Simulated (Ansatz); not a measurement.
# One shape, several levels: triplet AsF3

Wanted: a comparison of 6 runs (UPBE/STO-3G, USVWN5/STO-3G, UCCSDT/STO-3G, UCCSD/STO-3G, UCCSD(T)/STO-3G, FCI/STO-3G) of triplet AsF3. 

Program for the calculation: Ansatz 0.2.0.

37 further runs of the same task are left out: 10 that didn't finish, 27 set aside as unsound or not needed.

**1. The molecule**

The species is AsF3 (4 atoms), meant as a triplet with charge 0. SMILES of the parent species: `F[As](F)F`. The shape is that of a PBE0-D4/def2-TZVP optimisation. That shape belongs to the parent species and isn't relaxed for this state.

Bond lengths: F1–As2 1.715 Å, As2–F3 1.715 Å, As2–F4 1.715 Å. Angles: F1–As2–F3 95.9°, F1–As2–F4 95.9°, F3–As2–F4 95.9°.

**2. The energy at UPBE/STO-3G (run 1)**

Input file input.yaml:

```yaml
crystal:
  periodic: [false, false, false]
  atoms:
    - {symbol: F, position_ang: [-0.445870, 0.395590, 1.362650]}
    - {symbol: As, position_ang: [-0.461950, -0.457240, -0.125630]}
    - {symbol: F, position_ang: [1.203970, -0.865930, -0.112740]}
    - {symbol: F, position_ang: [-0.296160, 0.927580, -1.124280]}
basis:
  gaussian:
    orbitals: STO-3G
magnetization:
  spin_polarized: true
  initial_magnetization: 2
hamiltonian:
  xc: {name: PBE}
accuracy: high
```

Run with:

```bash
$ ansatz run input.yaml --threads 1 --pin off --max-ram 3480MiB --events-out events.jsonl --progress --plain --runs-dir runs
```

Output:

```text
Warning: RAYON_NUM_THREADS=1 ignored (pool sized by the plan → 1); use --threads N
Functional definition: PBE
  name "PBE"
  parameter kappa = 0.804
  parameter beta = 0.06672455060314922
  exchange = pbe_x(kappa = kappa, mu = beta*pi^2/3)
  correlation = pbe_c(beta = beta)
564 factors; integrals over basis functions are off by at most 1.6e-8 eV
mean field evaluation 1: about -68159.3357 eV, gradient 9.0e0 eV
mean field evaluation 2: about -68152.6050 eV, gradient 3.1e1 eV
mean field evaluation 4: about -68158.9936 eV, gradient 1.1e1 eV
mean field evaluation 8: about -68160.0897 eV, gradient 1.1e0 eV
mean field evaluation 16: about -68160.1000 eV, gradient 3.0e-2 eV
mean field evaluation 32: about -68157.7223 eV, gradient 7.4e0 eV
mean field evaluation 64: about -68160.1050 eV, gradient 5.2e-2 eV
mean field evaluation 96: about -68160.1001 eV, gradient 2.8e-5 eV
mean field evaluation 128: about -68160.1185 eV, gradient 4.2e-2 eV
mean field -68160.10006384 eV, -2504.8374767709 hartree, gradient 1.4e-8 eV, S^2 2.001229; 6 other end points of the search recorded, 0 dependent functions left out
reference -68160.10006500 eV, -2504.8374768136 hartree; 31, 29 occupied and 2, 4 virtual orbitals, 564 factors
Total energy: -68160.10006500 eV, -2504.8374768136 hartree
```

It took 67 s on 1 thread of Arm Neoverse V2, shared host; peak memory 0.15 GiB.

**3. A single-point energy at USVWN5/STO-3G (run 2)**

Input file job.yaml:

```yaml
crystal:
  periodic: [false, false, false]
  atoms:
    - {symbol: F, position_ang: [-0.445870, 0.395590, 1.362650]}
    - {symbol: As, position_ang: [-0.461950, -0.457240, -0.125630]}
    - {symbol: F, position_ang: [1.203970, -0.865930, -0.112740]}
    - {symbol: F, position_ang: [-0.296160, 0.927580, -1.124280]}
basis:
  gaussian:
    orbitals: STO-3G
magnetization:
  spin_polarized: true
  initial_magnetization: 2
hamiltonian:
  xc: {name: SVWN5}
accuracy: high
```

Run with:

```bash
$ ansatz run job.yaml --threads 1 --pin off --max-ram 3480MiB --events-out events.jsonl --progress --plain --runs-dir runs
```

Output:

```text
Warning: RAYON_NUM_THREADS=1 ignored (pool sized by the plan → 1); use --threads N
Functional definition: SVWN5
  name "SVWN5"
  exchange = slater_x
  correlation = vwn5_c
564 factors; integrals over basis functions are off by at most 1.6e-8 eV
mean field evaluation 1: about -68030.0256 eV, gradient 8.5e0 eV
mean field evaluation 2: about -68023.0074 eV, gradient 3.2e1 eV
mean field evaluation 4: about -68029.5362 eV, gradient 1.2e1 eV
mean field evaluation 8: about -68030.6911 eV, gradient 1.2e0 eV
mean field evaluation 16: about -68030.7019 eV, gradient 8.9e-3 eV
mean field evaluation 32: about -68028.6845 eV, gradient 6.1e0 eV
mean field evaluation 64: about -68030.7016 eV, gradient 5.4e-2 eV
mean field evaluation 96: about -68029.3430 eV, gradient 2.0e0 eV
mean field -68030.70189122 eV, -2500.0821816365 hartree, gradient 9.2e-9 eV, S^2 2.000665; 6 other end points of the search recorded, 0 dependent functions left out
reference -68030.70189232 eV, -2500.0821816767 hartree; 31, 29 occupied and 2, 4 virtual orbitals, 564 factors
Total energy: -68030.70189232 eV, -2500.0821816767 hartree
```

It took 26 s on 1 thread of Arm Neoverse V2, shared host; peak memory 0.12 GiB.

Runs 3 to 4 aren't shown in full; the table further down has their settings and results.

**4. A single-point energy at UCCSD(T)/STO-3G (run 5)**

input.yaml: that of step 2 with these lines changed.

```diff
@@ -13,4 +13,7 @@
   initial_magnetization: 2
-hamiltonian:
-  xc: {name: PBE}
+correlation:
+  method: ccsd_t
+  frozen_orbitals: {As: 9, F: 1}
 accuracy: high
+scf:
+  omitted_lower_state_checks: [cluster_reference, increment]
```

Run with:

```bash
$ ansatz run input.yaml --threads 1 --pin off --max-ram 3480MiB --events-out events.jsonl --progress --plain --runs-dir runs
```

Output:

```text
Warning: RAYON_NUM_THREADS=1 ignored (pool sized by the plan → 1); use --threads N
[... 13 lines left out ...]
12 core orbitals not correlated: weight in the atoms' cores, before any rotation towards them, 1.000 or more for the frozen orbitals, at most 0.000 for the correlated occupied ones
[... 47 lines left out ...]
Total energy: -68116.38043039 eV, -2503.2308098758 hartree
Checks for a lower state left out: cluster_reference, increment
```

Wall time 2.4 s (1 thread of Arm Neoverse V2, shared host); peak memory 0.094 GiB.

**5. The energy at FCI/STO-3G (run 6)**

Input file in.yaml:

```yaml
crystal:
  periodic: [false, false, false]
  atoms:
    - symbol: F
      position_ang: [-0.445870, 0.395590, 1.362650]
    - symbol: As
      position_ang: [-0.461950, -0.457240, -0.125630]
    - symbol: F
      position_ang: [1.203970, -0.865930, -0.112740]
    - symbol: F
      position_ang: [-0.296160, 0.927580, -1.124280]
basis:
  gaussian:
    orbitals: STO-3G
magnetization:
  spin_polarized: true
  initial_magnetization: 2
correlation:
  method: fci
  frozen_orbitals: {As: 9, F: 1}
accuracy: high
```

Run with:

```bash
$ ansatz run in.yaml --threads 1 --pin off --max-ram 3480MiB --events-out events.jsonl --progress --plain --runs-dir runs
```

Output, shortened:

```text
Warning: RAYON_NUM_THREADS=1 ignored (pool sized by the plan → 1); use --threads N
Functional definition: HF
  name "HF"
[...]
564 factors; integrals over basis functions are off by at most 1.6e-8 eV
[...]
mean field -68113.60066934 eV, -2503.1286555416 hartree, gradient 3.5e-8 eV, S^2 2.008920; 9 other end points of the search recorded, 0 dependent functions left out
determinant -68113.60066934 eV, -2503.1286555416 hartree, with singles and doubles -68116.14155623 eV, -2503.2220314125 hartree
determinant -68113.60057449 eV, -2503.1286520559 hartree, with singles and doubles -68116.14151926 eV, -2503.2220300540 hartree
determinant -68113.60066934 eV, -2503.1286555416 hartree, with singles and doubles -68116.19067513 eV, -2503.2238364986 hartree
determinant -68113.60057449 eV, -2503.1286520559 hartree, with singles and doubles -68116.19064217 eV, -2503.2238352875 hartree
12 core orbitals not correlated: weight in the atoms' cores, before any rotation towards them, 1.000 or more for the frozen orbitals, at most 0.000 for the correlated occupied ones
reference -68113.55482508 eV, -2503.1269707962 hartree; 19, 17 occupied and 2, 4 virtual orbitals, 564 factors
state -68116.52706508 eV, -2503.2361986015 hartree
Total energy: -68116.52706508 eV, -2503.2361986015 hartree
```

Wall time 21 s (1 thread of Arm Neoverse V2, shared host); peak memory 0.26 GiB.

**6. Overview of the runs**

```tsv
run	level	frozen core orbitals	energy (Eh)	⟨S²⟩	wall time
1	UPBE/STO-3G	–	-2504.837477	2.001	67 s
2	USVWN5/STO-3G	–	-2500.082182	2.001	26 s
3	UCCSDT/STO-3G	12	-2503.235437	2.009	8.7 s
4	UCCSD/STO-3G	12	-2503.223835	2.009	2.4 s
5	UCCSD(T)/STO-3G	12	-2503.230810	2.009	2.4 s
6	FCI/STO-3G	12	-2503.236199	–	21 s
```

**7. Outcome**

| quantity | value |
| --- | --- |
| run 6: total energy | -2503.23620 Eh |
| run 6: correlation energy (12 core orbitals frozen) | -109.2 mEh |

**Reading.** Against full CI in this basis: UCCSDT +0.8 mEh; UCCSD +12.4 mEh; UCCSD(T) +5.4 mEh. Totals of different functionals can't be ranked against each other. In runs 1, 2, 3, 4, 5, 6 the basis is minimal, so the values are rough. All runs together took 2.1 min, the longest 67 s.
